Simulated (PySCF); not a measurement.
# C6H6O2Si: the cost of one run

Computed with PySCF 2.14.0 and routines of our own; the level stands in each step. Atoms count from 0.

## 1. The system as given

15 atoms, charge 0, multiplicity 1; geometry from: GFN2-xTB.

## 2. Relaxing the molecule at HF/def2-SV(P)

What the job is given:

```
{"job": {"xc": "HF", "basis": "def2-SV(P)", "grid": 1, "kind": "geom"}, "charge": 0, "multiplicity": 1}
O     -2.268930     2.237165     0.034648
C     -1.600671     1.221464     0.027517
C     -2.221337    -0.121111     0.058296
C     -1.490943    -1.238036     0.051821
C     -0.019072    -1.190509     0.011283
O      0.669628    -2.195126     0.003743
C      0.618287     0.134928    -0.019833
Si     2.512627     0.016618    -0.068544
C     -0.128329     1.246085    -0.011603
H     -3.302137    -0.139955     0.088141
H     -1.938905    -2.222194     0.076456
H      3.005558     1.395247    -0.097212
H      2.886374    -0.695243    -1.285913
H      2.949962    -0.670124     1.142119
H      0.323476     2.228783    -0.032829
```

The run is started by

```console
> OMP_NUM_THREADS=1 python excited_run.py task.json out
```

The driver reads the jobs from task.json and runs them one after another.

Q: Estimate the wall time and peak memory of this first job on 1 thread of Arm Neoverse V1, shared host.

About 41 s, with a peak of 0.6 GiB.
